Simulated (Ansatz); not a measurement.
# SiAsH₄ (doublet): from Hartree-Fock to the top rungs at a displaced geometry (v2), cc-pVDZ

Aim: climb from Hartree-Fock through coupled cluster for SiAsH₄ (doublet) at one geometry and basis, and see what each rung misses.

The runs use Ansatz 0.2.0, Gaussian basis; cc-pVDZ, core rule «outside noble gas», up to 19 orbitals frozen.

Plan: UHF; CCSD(T) on ROHF; CCSD(T) on UHF; BCCD(T) on ROHF; CISD; CCSDT(Q) on ROHF; CCSDT(Q) on UHF.

23 further runs of the same task are left out: 1 for a known fault of the program, 8 that didn't finish, 14 set aside as unsound or not needed.

### Step 1. The system

The geometry is a PBE0/def2-TZVP stationary point (not a proven minimum) with its atoms shifted at random (size 0.100 Å). No spin-orbit coupling is included. The filled d shell of As may be among the frozen orbitals whatever the setting's name suggests; the logs give the count.

6 atoms, charge 0, spin multiplicity 2.

Atoms are counted from 1 here; the program's logs count them from 0.

Bond lengths: Si1–As2 2.338 Å, Si1–H3 1.475 Å, Si1–H4 1.435 Å, As2–H5 1.578 Å, As2–H6 1.344 Å. Angles: As2–Si1–H3 111.6°, As2–Si1–H4 112.7°, H3–Si1–H4 108.8°, Si1–As2–H5 99.6°, Si1–As2–H6 100.9°, H5–As2–H6 99.3°.

### Step 2. UHF

in.yaml

```yaml
crystal:
  periodic: [false, false, false]
  atoms:
    - {symbol: Si, position_ang: [-0.007566, -0.003224, 1.674960]}
    - {symbol: As, position_ang: [0.009967, 0.005149, -0.662827]}
    - {symbol: H, position_ang: [0.590586, -1.237243, 2.218945]}
    - {symbol: H, position_ang: [0.673693, 1.127427, 2.237158]}
    - {symbol: H, position_ang: [-0.963933, -1.205682, -0.938840]}
    - {symbol: H, position_ang: [-0.830404, 1.022589, -0.919875]}
basis:
  gaussian: {orbitals: cc-pVDZ}
magnetization: {spin_polarized: true, initial_magnetization: 1}
hamiltonian: {xc: hf}
output: {orbitals: {seedname: orbitals}}
```

Run with:

```bash
$ ansatz run in.yaml --threads 1 --pin off --events-out ev --progress --plain --max-ram 2393MiB
```

Further steps of the session: CCSD(T) on ROHF; CCSD(T) on UHF; BCCD(T) on ROHF; CISD; CCSDT(Q) on ROHF; CCSDT(Q) on UHF.

**Question.** What will the summary of the whole plan be? Wanted: UCCSDT(Q) below the RHF energy; RMP2 from UCCSDT(Q); UMP2 from UCCSDT(Q); RCCSD from UCCSDT(Q); RCCSD(T) from UCCSDT(Q); UCCSD(T) from UCCSDT(Q); RCCSDT(Q) from UCCSDT(Q); T1 diagnostic.

**Answer**, as computed:

| quantity | value |
| --- | --- |
| UCCSDT(Q) below the RHF energy | -6.8406 eV |
| RMP2 from UCCSDT(Q) | +132.8 kJ/mol |
| UMP2 from UCCSDT(Q) | +132.2 kJ/mol |
| RCCSD from UCCSDT(Q) | +21.0 kJ/mol |
| RCCSD(T) from UCCSDT(Q) | +3.9 kJ/mol |
| UCCSD(T) from UCCSDT(Q) | +3.9 kJ/mol |
| RCCSDT(Q) from UCCSDT(Q) | +0.1 kJ/mol |
| levels within 1 kcal/mol (43 meV) | RCCSD(T), UCCSD(T), BCCD(T), RCCSDT, UCCSDT, RCCSDT(Q) |
| T1 diagnostic | 0.021 |

**Reading.** RCCSD(T) lands +3.9 kJ/mol from the yardstick (0.6 % of the correlation energy). These misses are within one basis, not against nature; the frozen cores of restricted and unrestricted runs differ, which can shift their rows.
